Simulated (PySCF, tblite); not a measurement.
**1,10-phenanthroline (C₁₂H₈N₂): geometry, infrared bands, NMR shifts, spin-spin couplings and electronic excitations**

Aim: predict the infrared bands, NMR shifts, spin-spin couplings and electronic excitations of 1,10-phenanthroline (C₁₂H₈N₂) (`c1cnc2c(c1)ccc1cccnc12`).

Programs: tblite 0.8.0 and PySCF 2.14.0, with density-fitted response routines of our own. Each step states its level of theory. These are calculated values for one molecule in the gas phase, unless marked as measured. Atoms are numbered from 0 throughout.

### Step 1. Starting geometry

22 atoms, charge 0, multiplicity 1; geometry from: force field or distance geometry start.

Bonds of the start (Å): C0–C1 1.39, C1–N2 1.32, N2–C3 1.34, C3–C4 1.38, C4–C5 1.40, C4–C6 1.38, C6–C7 1.37, C7–C8 1.37, C8–C9 1.39, C9–C10 1.40, C10–C11 1.38, C11–N12 1.34, N12–C13 1.36, C5–C0 1.38, C13–C8 1.38, C13–C3 1.38, C0–H14 1.07, C1–H15 1.07, C5–H16 1.06, C6–H17 1.10, C7–H18 1.09, C9–H19 1.09, C10–H20 1.08, C11–H21 1.09.

### Step 2. Optimising the geometry with GFN2-xTB

The job: settings as JSON, then the geometry in Å.

```
{"job": {"kind": "relax", "xc": "GFN2-xTB", "basis": "xTB"}, "charge": 0, "multiplicity": 1}
C      3.415000     0.585900    -0.125700
C      2.697200     1.732300     0.198800
N      1.381100     1.654700     0.299200
C      0.707900     0.517900     0.058900
C      1.361400    -0.657400    -0.261200
C      2.753000    -0.606000    -0.368300
C      0.661000    -1.818900    -0.502200
C     -0.703600    -1.861900    -0.397800
C     -1.356100    -0.702400    -0.064700
C     -2.738600    -0.701400     0.045900
C     -3.415300     0.472100     0.379700
C     -2.696500     1.626300     0.608900
N     -1.356900     1.596300     0.503800
C     -0.666000     0.471400     0.163400
H      4.481400     0.639500    -0.197000
H      3.259500     2.625500     0.395900
H      3.273500    -1.497400    -0.621400
H      1.166300    -2.760500    -0.766100
H     -1.301900    -2.752600    -0.566900
H     -3.273700    -1.630500    -0.137300
H     -4.490500     0.516100     0.478600
H     -3.168400     2.570500     0.875000
```

The run is started by

```
$ OMP_NUM_THREADS=2 python probes_run.py task.json out
```

One launch serves the whole session: the jobs run in the order shown.

**Question.** This job is followed by: GFN2-xTB harmonic vibrations, gas phase; PBE0-D3(BJ)/def2-SVP geometry optimisation, gas phase; GIAO PBE0/pcSseg-1 NMR shielding, non-relativistic, gas phase; B3LYP/pcJ-1 indirect spin-spin coupling, non-relativistic, gas phase; TDDFT B3LYP/def2-SVPD, vertical, gas phase, core orbitals frozen in the response; GIAO HF/pcSseg-1 NMR shielding, non-relativistic, gas phase. Predict these results of the whole session: strongest single infrared mode (GFN2-xTB); zero-point energy (GFN2-xTB); point group; rotational constants (main isotopes); 13C shifts against TMS (PBE0/pcSseg-1, means over atoms taken as alike); 1H shifts against TMS (PBE0/pcSseg-1, means over atoms taken as alike); 15N shifts against NH3 (PBE0/pcSseg-1, means over atoms taken as alike); largest coupling of the table (B3LYP/pcJ-1); lowest singlet (B3LYP/def2-SVPD); brightest single state of those computed; lowest triplet; range of the shift of N2 (with its like atoms).

As calculated:

| quantity | value |
| --- | --- |
| strongest single infrared mode (GFN2-xTB) | 3091 cm⁻¹, 83 km/mol |
| zero-point energy (GFN2-xTB) | 103.1 kcal/mol |
| point group | C2v |
| rotational constants (main isotopes) | 1.63, 0.58, 0.43 GHz |
| 13C shifts against TMS (PBE0/pcSseg-1, means over atoms taken as alike) | 155.1, 151.1, 140.5, 132.4, 131.6, 127.4 ppm |
| 1H shifts against TMS (PBE0/pcSseg-1, means over atoms taken as alike) | 9.43, 8.23, 7.90, 7.62 ppm |
| 15N shifts against NH3 (PBE0/pcSseg-1, means over atoms taken as alike) | 362.4 ppm |
| largest coupling of the table (B3LYP/pcJ-1) | 1J(C,H) C1–H15, 187.9 Hz (mean over like pairs) |
| lowest singlet (B3LYP/def2-SVPD) | 3.92 eV (316 nm), f = 0.000 |
| brightest single state of those computed | state 8, 5.01 eV, f = 0.707 |
| lowest triplet | 3.14 eV |
| range of the shift of N2 (with its like atoms) | 362.4 to 369.2 ppm |

**Reading.** All 60 modes are real, so the xTB geometry is a minimum. GFN2-xTB is a fitted tight-binding method: band positions and strengths are rough. Its intensities can rank the bands wrongly. The start of the PBE0/def2-SVP relaxation was shaken at random by about 0.01 Å, so part of the energy gained, and of the first lengths quoted, undoes that. Relaxing lowered the energy by 0.264 eV in 7 steps; the close pair that moved most is C11–N12, from 1.274 to 1.315 Å (PBE0/def2-SVP). No frequency check was run at this level, so the end point may be a saddle. NICS(1)zz of -29 ppm above the planar ring from C0 marks a diatropic (aromatic) ring current. In the run at B3LYP/pcJ-1, the largest coupling of the table is C1–H15 (mean over like pairs), 187.9 Hz, of which the Fermi-contact term gives 187.2 Hz. The lowest singlet, at 3.92 eV, is HOMO−1→LUMO+1 0.96 and is dark; of the 10 states computed, the strongest absorption comes from state 8 at 5.01 eV. The lowest triplet lies 0.78 eV below the lowest singlet (triplets in Tamm-Dancoff, singlets in full TDDFT). Across the 2 runs the shift of N2 (with its like atoms) moves most, between 362.4 (PBE0/pcSseg-1) and 369.2 ppm (HF/pcSseg-1). The conformer search found further structures of the same energy, which may be mirror or relabelled copies of this one.
